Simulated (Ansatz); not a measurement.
# C3H9FN2Si: the cost of one run

Program: Ansatz 0.2.0. Level of theory: RKS r2SCAN-D4/STO-3G. These are calculated values, not measurements.

### Step 1. The structure to begin with

Bond lengths (14 of 15 bonds, heavy atoms first): C1–C2 1.432 Å, C2–F3 1.338 Å, C2–C4 1.401 Å, C4–N5 1.417 Å, C4–N6 1.312 Å, N6–Si7 1.704 Å, C1–H8 1.055 Å, C1–H9 1.169 Å, C1–H10 1.095 Å, N5–H11 0.992 Å, N5–H12 0.993 Å, N6–H13 1.002 Å, Si7–H14 1.454 Å, Si7–H15 1.500 Å. Angles (14 of 24 angles, heavy atoms first): C1–C2–F3 115.3°, C1–C2–C4 128.8°, F3–C2–C4 115.8°, C2–C4–N5 117.7°, C2–C4–N6 119.7°, N5–C4–N6 122.4°, C4–N6–Si7 135.3°, C2–C1–H8 113.2°, C2–C1–H9 110.0°, C2–C1–H10 116.5°, C4–N5–H11 107.8°, C4–N5–H12 114.2°, C4–N6–H13 108.1°, Si7–N6–H13 112.4°.

Structure file:

```xyz
16

C    -2.3333    0.9064    0.5905
C    -0.9702    0.5344    0.8208
F    -0.4895    0.8456    2.0296
C    -0.0624   -0.0657   -0.0611
N    -0.5457   -0.4648   -1.3318
N     1.1578   -0.3313    0.3417
Si    2.6426   -0.6567   -0.4274
H    -3.0221    0.3170    1.1302
H    -2.5224    1.9940    0.9753
H    -2.6641    0.9309   -0.4528
H    -0.0331   -1.2660   -1.6133
H    -1.5264   -0.6199   -1.3637
H     1.2798    0.0726    1.2507
H     3.5072   -1.2220    0.5964
H     2.3794   -1.6472   -1.5222
H     3.1795    0.6502   -0.9187
```

### Step 2. Relaxing end A

input.yaml

```yaml
crystal:
  periodic: [false, false, false]
  atoms:
    - { symbol: C, position_ang: [-2.3333, 0.9064, 0.5905] }
    - { symbol: C, position_ang: [-0.9702, 0.5344, 0.8208] }
    - { symbol: F, position_ang: [-0.4895, 0.8456, 2.0296] }
    - { symbol: C, position_ang: [-0.0624, -0.0657, -0.0611] }
    - { symbol: "N", position_ang: [-0.5457, -0.4648, -1.3318] }
    - { symbol: "N", position_ang: [1.1578, -0.3313, 0.3417] }
    - { symbol: Si, position_ang: [2.6426, -0.6567, -0.4274] }
    - { symbol: H, position_ang: [-3.0221, 0.317, 1.1302] }
    - { symbol: H, position_ang: [-2.5224, 1.994, 0.9753] }
    - { symbol: H, position_ang: [-2.6641, 0.9309, -0.4528] }
    - { symbol: H, position_ang: [-0.0331, -1.266, -1.6133] }
    - { symbol: H, position_ang: [-1.5264, -0.6199, -1.3637] }
    - { symbol: H, position_ang: [1.2798, 0.0726, 1.2507] }
    - { symbol: H, position_ang: [3.5072, -1.222, 0.5964] }
    - { symbol: H, position_ang: [2.3794, -1.6472, -1.5222] }
    - { symbol: H, position_ang: [3.1795, 0.6502, -0.9187] }
basis:
  gaussian: { orbitals: STO-3G }
hamiltonian:
  xc: r2scan
  dispersion: d4
relax:
  f_tol: 0.02
  max_steps: 50
```

Started as:

```sh
ansatz run input.yaml --threads 1 --pin off --max-ram 2048MiB --backend cpu --events-out ev --progress --plain --runs-dir out
```

What time and memory should one allow on 1 thread of Arm Neoverse V1, shared host?

About 3.4 min, with a peak of 0.18 GiB.
